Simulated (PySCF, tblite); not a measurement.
# C7H7BO: geometry, infrared bands and NMR shifts

Aim: predict the infrared bands and NMR shifts of C7H7BO (`B/C(C#C)=C(/C#C)OC`).

The runs use tblite 0.8.0 and PySCF 2.14.0, with density-fitted response routines of our own; the level of theory stands in each step. All values are computed, except where a source is named. Atoms count from 0, in the outputs and in this text.

**1. The molecule as given**

16 atoms, charge 0, multiplicity 1; geometry from: force field or distance geometry start.

Bonds of the start (Å): B0–C1 1.58, C1–C2 1.44, C2–C3 1.21, C1–C4 1.34, C4–C5 1.45, C5–C6 1.21, C4–O7 1.41, O7–C8 1.42, B0–H9 1.17, B0–H10 1.19, C3–H11 1.06, C6–H12 1.06, C8–H13 1.11, C8–H14 1.12, C8–H15 1.12.

**2. Optimising the geometry with GFN2-xTB**

The job: settings as JSON, then the geometry in Å.

```
{"job": {"kind": "relax", "xc": "GFN2-xTB", "basis": "xTB"}, "charge": 0, "multiplicity": 1}
B     -0.361100    -2.429000    -0.411700
C     -0.719800    -0.962200     0.050700
C     -2.019100    -0.766300     0.631800
C     -3.124800    -0.584800     1.093800
C      0.168400     0.042000    -0.051800
C     -0.178700     1.381600     0.381000
C     -0.456700     2.498100     0.747300
O      1.440400    -0.197800    -0.613300
C      2.437400     0.796000    -0.783200
H      0.676900    -2.684400    -0.882300
H     -1.169000    -3.293400    -0.294600
H     -4.089200    -0.445600     1.520000
H     -0.711600     3.472900     1.083700
H      3.336200     0.342200    -1.248500
H      2.053300     1.612800    -1.448700
H      2.709800     1.226800     0.214400
```

The run is started by

```bash
$ OMP_NUM_THREADS=1 python probes_run.py task.json out
```

This one command runs all jobs of the session in turn.

**Question.** This job is followed by: GFN2-xTB harmonic vibrations, gas phase; GIAO PBE0/pcSseg-1 NMR shielding, non-relativistic, gas phase. What will the session give for the following? strongest single infrared mode (GFN2-xTB); zero-point energy (GFN2-xTB); 13C shifts against TMS (PBE0/pcSseg-1); 1H shifts against TMS (PBE0/pcSseg-1, means over atoms taken as alike); 11B shifts against BF3·OEt2 (PBE0/pcSseg-1); 17O shifts against H2O (PBE0/pcSseg-1).

As calculated:

```
                                                              quantity                                            value
                             strongest single infrared mode (GFN2-xTB)                            1216 cm⁻¹, 322 km/mol
                                          zero-point energy (GFN2-xTB)                                    69.3 kcal/mol
                                13C shifts against TMS (PBE0/pcSseg-1)  171.5, 124.0, 107.6, 91.0, 90.8, 81.1, 59.0 ppm
1H shifts against TMS (PBE0/pcSseg-1, means over atoms taken as alike)                       6.91, 4.12, 3.82, 2.96 ppm
                           11B shifts against BF3·OEt2 (PBE0/pcSseg-1)                                         65.3 ppm
                                17O shifts against H2O (PBE0/pcSseg-1)                                        145.8 ppm
```

**Reading.** Over 51 steps the energy fell by 0.286 eV; of the close pairs, C4–O7 changed most, 1.411 to 1.350 Å. No mode is imaginary among the 42: a minimum at this level. The strongest single mode, at 1216 cm⁻¹, is spread over several atoms, C4, C1, B0, O7 among them. Unscaled tight-binding wavenumbers are off by several per cent, some by more. Its intensities can rank the bands wrongly. The most deshielded carbon is C4 (alkene carbon bearing oxygen), at 171.5 ppm: an sp2 carbon further deshielded by the attached heteroatom. At PBE0/pcSseg-1: The largest span, 304 ppm, is at C2, where the paramagnetic term is -154 ppm.
